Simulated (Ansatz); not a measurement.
# CH₇OSbSi: up Jacob's ladder to CCSD(T)

The task here is to estimate one member of a computed series from the others.

Computed with Ansatz 0.2.0, Gaussian basis. Level: functionals in def2-TZVPP, the program's frozen cores in correlated methods.

Plan: PBE-D4, r2SCAN-D4, PBE0-D4, B3LYP-D4, ωB97X-V, ωB97M-V, B2PLYP; CCSD(T)/def2-TZVPP; MP2/def2-QZVPP; extrapolation to the limit.

## The relaxed structure

All runs share one geometry, relaxed beforehand with PBE0-D4 in a triple-zeta def2 set. Sb takes the def2 core potential; no spin-orbit term is included.

SMILES `[SiH3]C[O][SbH2]`, 11 atoms, charge 0, spin multiplicity 1.

Atoms are counted from 1 here; the program's logs count them from 0.

Bond lengths: Si1–C2 1.893 Å, Si1–H5 1.485 Å, Si1–H6 1.489 Å, Si1–H7 1.491 Å, C2–O3 1.419 Å, C2–H8 1.101 Å, C2–H9 1.096 Å, O3–Sb4 1.977 Å, Sb4–H10 1.710 Å, Sb4–H11 1.717 Å. Angles: C2–Si1–H5 110.5°, C2–Si1–H6 111.0°, C2–Si1–H7 108.3°, H5–Si1–H6 109.5°, H5–Si1–H7 108.6°, H6–Si1–H7 108.8°, Si1–C2–O3 111.1°, Si1–C2–H8 109.9°, Si1–C2–H9 109.9°, O3–C2–H8 112.5°, O3–C2–H9 107.4°, H8–C2–H9 105.8°, C2–O3–Sb4 118.2°, O3–Sb4–H10 92.0°, O3–Sb4–H11 96.0°, H10–Sb4–H11 90.6°.

The first run:

in.yaml reads:

```yaml
crystal:
  periodic: [false, false, false]
  atoms:
    - {symbol: Si, position_ang: [-1.030270, 1.278001, -0.092799]}
    - {symbol: C, position_ang: [0.201929, 0.336479, 0.992001]}
    - {symbol: O, position_ang: [0.311587, -1.017879, 0.583658]}
    - {symbol: Sb, position_ang: [1.557666, -1.450535, -0.888860]}
    - {symbol: H, position_ang: [-2.377770, 0.659517, -0.008087]}
    - {symbol: H, position_ang: [-1.113142, 2.709229, 0.311233]}
    - {symbol: H, position_ang: [-0.561030, 1.204587, -1.506156]}
    - {symbol: H, position_ang: [1.172472, 0.856406, 0.993932]}
    - {symbol: H, position_ang: [-0.139967, 0.337462, 2.033769]}
    - {symbol: H, position_ang: [1.696018, -3.075701, -0.373799]}
    - {symbol: H, position_ang: [0.347808, -1.894566, -2.024093]}
basis:
  gaussian: {orbitals: def2-TZVPP}
hamiltonian: {xc: pbe, dispersion: d4}
output: {forces: true, orbitals: {seedname: orbitals}}
```

Run with:

```bash
> ansatz run in.yaml --threads 4 --pin off --events-out ev --progress --plain --max-ram 10444MiB
```

Steps of the session up to this table: PBE-D4 (GGA); r2SCAN-D4 (meta-GGA); PBE0-D4 (hybrid); B3LYP-D4 (hybrid); ωB97X-V (range-separated); ωB97M-V (range-separated); B2PLYP (double hybrid); CCSD(T) in def2-TZVPP; MP2 in def2-QZVPP.

One table of the session follows, with a row left open; its other results are not shown here.

It belongs to the step «Atomisation energies». 

| method | atomisation energy (kJ/mol) |
| --- | --- |
| PBE-D4 | 3377.0 |
| r2SCAN-D4 | 3340.0 |
| PBE0-D4 | 3312.7 |
| B3LYP-D4 | 3362.7 |
| ωB97X-V | 3382.2 |
| ωB97M-V | 3349.3 |
| B2PLYP | 3301.1 |
| HF/def2-TZVPP | 2329.8 |
| MP2/def2-TZVPP | 3244.7 |
| CCSD/def2-TZVPP | ? |
| CCSD(T)/def2-TZVPP | 3256.6 |
| MP2/CBS | 3348.1 |
| CCSD(T)/CBS | 3360.0 |

**Question.** Estimate the row for CCSD/def2-TZVPP.

The run gave: atomisation energy (kJ/mol): 3206.7. In the column «atomisation energy (kJ/mol)» it lies between HF/def2-TZVPP (2329.8) and MP2/def2-TZVPP (3244.7).
